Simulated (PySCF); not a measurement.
**SnH2Cl (SMILES [Cl][SnH2]): UPBE0/STO-3G**

Aim: the energy change on altering one bond length of SnH2Cl at UPBE0/STO-3G, from 2 runs. 

The results are computed with PySCF 2.14.0.

7 further runs of the same task are left out: 1 that didn't finish, 6 set aside as unsound or not needed.

**1. The molecule**

The species is SnH2Cl (4 atoms), meant as a doublet with charge 0. As SMILES, `[Cl][SnH2]`. Geometry: relaxed at PBE0-D4/def2-TZVP.

Bond lengths: Cl1–Sn2 2.343 Å, Sn2–H3 1.723 Å, Sn2–H4 1.723 Å. Angles: Cl1–Sn2–H3 105.0°, Cl1–Sn2–H4 105.0°, H3–Sn2–H4 111.9°.

**2. A single-point energy at UPBE0/STO-3G**

start.xyz

```xyz
4

Cl    -1.882600     0.398400    -0.585000
Sn     0.380000    -0.179600    -0.397100
H      0.412500    -1.500000     0.709600
H      1.145500     1.221000     0.252100
```

input.py

```python
# [Cl][SnH2]
from pyscf import gto, dft

system = gto.M(
    atom='start.xyz',
    charge=0,
    spin=1,
    verbose=4,
    max_memory=1860,
    basis='sto-3g',
)

mf = dft.UKS(system)
mf.xc = 'pbe0'
mf.grids.level = 5
mf.conv_tol = 1e-10
mf.kernel()
if not mf.converged:
    mf = mf.newton().run(mf.mo_coeff, mf.mo_occ)

e_tot = mf.e_tot
print('Final energy', e_tot)
```

Command:

```sh
$ OMP_NUM_THREADS=1 python input.py
```

The program printed:

```text
PySCF version 2.14.0

[INPUT] num. atoms = 4
[INPUT] num. electrons = 69
[INPUT] charge = 0
[INPUT] spin (= nelec alpha-beta = 2S) = 1
[INPUT] symmetry False subgroup None
[INPUT] Mole.unit = angstrom
[INPUT] Symbol           X                Y                Z      unit          X                Y                Z       unit  Magmom
[INPUT]  1 Cl    -1.882600000000   0.398400000000  -0.585000000000 AA   -3.557598402106   0.752866888027  -1.105489782871 Bohr   0.0
[INPUT]  2 Sn     0.380000000000  -0.179600000000  -0.397100000000 AA    0.718095927335  -0.339394811972  -0.750410244065 Bohr   0.0
[INPUT]  3 H      0.412500000000  -1.500000000000   0.709600000000 AA    0.779512026383  -2.834589186848   1.340949657991 Bohr   0.0
[INPUT]  4 H      1.145500000000   1.221000000000   0.252100000000 AA    2.164681275689   2.307355598094   0.476399956003 Bohr   0.0

[... 40 lines left out ...]
WARN: HOMO -0.468113796650557 >= LUMO -0.468113796650614
[... 38 lines left out ...]
converged SCF energy = -6421.3144779675  <S^2> = 0.75065911  2S+1 = 2.000659
Final energy -6421.3144779674985
```

Run time: 7.5 s. Hardware: 1 thread of Arm Neoverse V2, shared host; peak memory 0.28 GiB.

**3. The distorted shape at the same level**

job.py

```python
from pyscf import gto, dft

system = gto.M(
    atom='Cl -1.921601 1.982909 -1.913064; Sn 0.340999 1.404909 -1.725164; H 0.412500 -1.500000 0.709600; H 1.106499 2.805509 -1.075964',
    spin=1,
    verbose=3,
    basis='sto-3g',
    max_memory=1860,
)

mf = dft.UKS(system, xc='pbe0')
mf.conv_tol = 1e-10
mf.grids.level = 5
mf.kernel()
if not mf.converged:
    mf = mf.newton().run(mf.mo_coeff, mf.mo_occ)

energy = mf.e_tot
print(f'total energy: {energy:.8f} hartree')
```

Command:

```sh
$ OMP_NUM_THREADS=1 python job.py
```

The program printed:

```text
WARN: HOMO -0.418388493160985 >= LUMO -0.418388493161009

converged SCF energy = -6421.1740069404  <S^2> = 0.76109172  2S+1 = 2.0110611
total energy: -6421.17400694 hartree
```

Wall time 14 s (1 thread of Arm Neoverse V2, shared host); peak memory 0.28 GiB.

**4. Outcome**

Level: UPBE0/STO-3G.

| quantity | value |
| --- | --- |
| first shape: total energy | -6421.31448 Eh |
| first shape: dipole moment | 3.32 D |
| first shape: HOMO energy (highest over α and β) | -3.97 eV |
| first shape: LUMO energy (lowest over α and β) | -0.41 eV |
| first shape: ⟨S²⟩ | 0.751 |
| distorted shape: total energy | -6421.17401 Eh |
| distorted shape: dipole moment | 2.60 D |
| distorted shape: HOMO energy (highest over α and β) | -3.55 eV |
| distorted shape: LUMO energy (lowest over α and β) | -0.04 eV |
| distorted shape: ⟨S²⟩ | 0.761 |
| energy change with the Sn2–H3 bond stretched from 1.723 to 3.791 Å | 3.822 eV |

With the Sn2–H3 bond stretched from 1.723 to 3.791 Å the energy rises by 3.82 eV (88 kcal/mol). The first shape isn't relaxed at this level, so the change isn't measured from a minimum. The minimal basis adds a large error of its own. Mulliken charges (first shape) run from -0.39 on Cl1 to +0.62 on Sn2. Relativity is left out (first shape) although the molecule holds a heavy atom. Mulliken charges (distorted shape) run from -0.40 on Cl1 to +0.56 on Sn2; they depend strongly on the basis. Relativity is left out (distorted shape) although the molecule holds a heavy atom.
